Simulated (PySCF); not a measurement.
# AlSiH₅SO₂: magnetic properties

Programs: PySCF 2.14.0, with routines of our own; each step states its level. All values are computed. Atoms count from 0.

## 1. The starting structure

10 atoms, charge 0, multiplicity 1; geometry from: GFN2-xTB.

## 2. Magnetic properties: GIAO KT3/def2-SVP

What the job is given:

```
{"job": {"kind": "mag", "xc": "KT3", "basis": "def2-SVP"}, "charge": 0, "multiplicity": 1}
Al    -0.753860     0.442160     0.989350
O     -1.940980     0.702720     2.095180
O      0.679600     1.254670     0.914570
S     -1.022100    -1.101080    -0.547920
Si     0.843100    -0.950920    -1.614460
H     -2.756110     0.622860     2.566460
H      1.332200     1.891220     1.167380
H      0.654720    -1.954460    -2.653440
H      1.005490     0.384220    -2.181170
H      1.957960    -1.291390    -0.735950
```

Level: GIAO KT3/def2-SVP magnetisability, rotational g tensor and spin-rotation constants, non-relativistic, gas phase.

Started as:

```
OMP_NUM_THREADS=1 python excited_run.py task.json out
```

One launch serves the whole session: the jobs run in the order shown.

**Question.** How long does this run take on 1 thread of Arm Neoverse V2, shared host?

About 9.4 s.
